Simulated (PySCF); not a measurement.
# C₆H₈O: geometry, NMR shifts, spin-spin couplings, electronic excitations and core binding energies

What NMR shifts, spin-spin couplings, electronic excitations and core binding energies should C₆H₈O (`C#CC(=C)OCC`) show?

Programs: PySCF 2.14.0, with density-fitted response routines of our own. Each step states its level of theory. These are calculated values for one molecule in the gas phase, unless marked as measured. Atoms are numbered from 0 throughout.

### Step 1. The molecule as given

15 atoms, charge 0, multiplicity 1; geometry from: GFN2-xTB.

Bonds of the start (Å): C0–C1 1.20, C1–C2 1.42, C2–C3 1.33, C2–O4 1.36, O4–C5 1.41, C5–C6 1.52, C0–H7 1.05, C3–H8 1.07, C3–H9 1.07, C5–H10 1.10, C5–H11 1.10, C6–H12 1.09, C6–H13 1.09, C6–H14 1.09.

### Step 2. Optimising the geometry at PBE0-D3(BJ)/def2-SVP

Job settings and geometry (Å):

```
{"job": {"xc": "PBE0", "basis": "def2-SVP", "d3": "d3bj", "grid": 1, "kind": "geom"}, "charge": 0, "multiplicity": 1}
C     -2.403450     2.459548    -0.434350
C     -1.817033     1.434674    -0.223116
C     -1.104065     0.226141     0.023354
C     -1.758874    -0.895255     0.332501
O      0.240618     0.392361    -0.099014
C      1.064340    -0.731598     0.121089
C      2.508219    -0.297696    -0.071052
H     -2.933772     3.346491    -0.615744
H     -1.267105    -1.830271     0.526266
H     -2.830837    -0.885207     0.395776
H      0.912441    -1.113205     1.140901
H      0.807294    -1.529600    -0.590176
H      3.172423    -1.141699     0.091214
H      2.754844     0.492581     0.632532
H      2.650542     0.080723    -1.079437
```

**Question.** This job is followed by: GIAO PBE0/pcSseg-1 NMR shielding, non-relativistic, gas phase; B3LYP/pcJ-1 indirect spin-spin coupling, non-relativistic, gas phase; TDDFT B3LYP/def2-SVPD, vertical, gas phase, core orbitals frozen in the response; GIAO mPW1PW91/pcSseg-2 NMR shielding, non-relativistic, gas phase; delta-SCF UKS SCAN, pcX-2 on the ionised atom, pcseg-1 elsewhere, spin-free X2C. Predict these results of the whole session: point group; rotational constants (main isotopes); 13C shifts against TMS (PBE0/pcSseg-1); 1H shifts against TMS (PBE0/pcSseg-1, means over atoms taken as alike); 17O shifts against H2O (PBE0/pcSseg-1); largest coupling of the table (B3LYP/pcJ-1); lowest singlet (B3LYP/def2-SVPD); lowest triplet; vertical ionisation energy (ΔSCF); C1s binding energies, SCAN/pcX-2 (standing for 3 of 6 atoms); O1s binding energies, SCAN/pcX-2; range of the shift of C2.

The runs gave:

| quantity | value |
| --- | --- |
| point group | Cs |
| rotational constants (main isotopes) | 5.87, 1.49, 1.21 GHz |
| 13C shifts against TMS (PBE0/pcSseg-1) | 151.2, 97.7, 83.0, 82.6, 63.5, 16.2 ppm |
| 1H shifts against TMS (PBE0/pcSseg-1, means over atoms taken as alike) | 4.74, 4.41, 3.35, 2.77, 1.36 ppm |
| 17O shifts against H2O (PBE0/pcSseg-1) | 150.1 ppm |
| largest coupling of the table (B3LYP/pcJ-1) | 1J(C,H) C0–H7, 276.3 Hz |
| lowest singlet (B3LYP/def2-SVPD) | 5.55 eV (224 nm), f = 0.226 |
| lowest triplet | 3.49 eV |
| vertical ionisation energy (ΔSCF) | 8.63 eV |
| C1s binding energies, SCAN/pcX-2 (standing for 3 of 6 atoms) | C5 292.44, C6 290.96, C3 289.75 eV |
| O1s binding energies, SCAN/pcX-2 | O4 538.92 eV |
| range of the shift of C2 | 151.2 to 156.7 ppm |

**Reading.** The optimisation took 4 steps and gained 0.060 eV; among the close pairs (by a distance rule), C0–H7 changed most, from 1.049 to 1.074 Å. No frequency check was run at this level, so the end point may be a saddle. C2 (alkene carbon bearing oxygen) lies farthest downfield among carbon, at 151.2 ppm; an sp2 carbon further deshielded by the attached heteroatom. At PBE0/pcSseg-1: The largest span, 299 ppm, is at C1, where the paramagnetic term is -148 ppm. In the run at B3LYP/pcJ-1, the largest coupling of the table is C0–H7, 276.3 Hz, of which the Fermi-contact term gives 277.2 Hz. Couplings across rotatable bonds belong to this one conformer; where others are populated, the observed values are averages. The first singlet state (HOMO→LUMO 0.89) lies at 5.55 eV and is bright. The lowest triplet lies 2.06 eV below the lowest singlet (triplets in Tamm-Dancoff, singlets in full TDDFT). The orbital energy would give 6.49 eV for ionisation, ΔSCF gives 8.63 eV. C5 (sp3 CH2 bonded to O) binds its C1s electron 2.68 eV more tightly than C3 (β carbon of an enol-ether or enamine type C=C). Only 3 of the 6 C atoms are covered by sound results. Across the 2 runs the shift of C2 moves most, between 151.2 (PBE0/pcSseg-1) and 156.7 ppm (mPW1PW91/pcSseg-2).
